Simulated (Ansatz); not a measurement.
# Br2F2: the cost of one run

Method: RKS PBE-D4/def2-SVP; program: Ansatz 0.2.0, Gaussian basis.

Levels: PBE-D4, revPBE-D4, BLYP-D4, r2SCAN-D4, B97M-V, PBE0-D4, B3LYP-D4, HSE06-D4, wB97X-V, wB97M-V, B2PLYP, Hartree-Fock, MP2, CCSD, CCSD(T). The reference is CCSD(T) extrapolated to the basis limit. For elements past Ar these valence bases correlate outer-core shells poorly and lack relativity, so that limit is rough.

Cores are frozen in the correlated methods. Filled d shells of the heavier atoms are correlated. B3LYP uses VWN-RPA correlation. B2PLYP carries no dispersion term here.

176 further runs of the same task are left out: 176 set aside as unsound or not needed. Runs told in other sessions of the task aren't counted.

### Step 1. The system as given

The pair, from a GFN2-xTB docking trial: 4 atoms, charge 0, spin multiplicity 1.

Atoms are counted from 1 here; the program's logs count them from 0.

Bond lengths: F1–F2 1.398 Å, Br3–Br4 2.286 Å.

Coordinates:

```mol
Br2F2
  3D, bonds by distance, orders not assigned

  4  2  0  0  0  0  0  0  0  0999 V2000
    0.2080    0.4520   -1.4606 F   0  0
   -0.1531   -0.3546   -2.5444 F   0  0
   -0.5751   -0.9816    1.6338 Br  0  0
    0.5202    0.8842    2.3712 Br  0  0
  1  2  8  0
  3  4  8  0
M  END
```

Atoms 1 to 2 are fragment A (F₂), the rest fragment B (Br₂).

### Step 2. A first relaxation in a small basis

pre/in.yaml reads:

```yaml
crystal:
  periodic: [false, false, false]
  atoms:
    - {symbol: F, position_ang: [0.208000, 0.452000, -1.460600]}
    - {symbol: F, position_ang: [-0.153100, -0.354600, -2.544400]}
    - {symbol: Br, position_ang: [-0.575100, -0.981600, 1.633800]}
    - {symbol: Br, position_ang: [0.520200, 0.884200, 2.371200]}
basis:
  gaussian: {orbitals: def2-SVP}
hamiltonian: {xc: pbe, dispersion: d4}
relax: {f_tol: 0.03, max_steps: 250}
```

The run is started by

```sh
$ ansatz run in.yaml --threads 4 --pin off --events-out ev --progress --plain --max-ram 9574MiB
```

**Question.** How long does this run take on 4 threads of Arm Neoverse V1, shared host?

About 14 s.
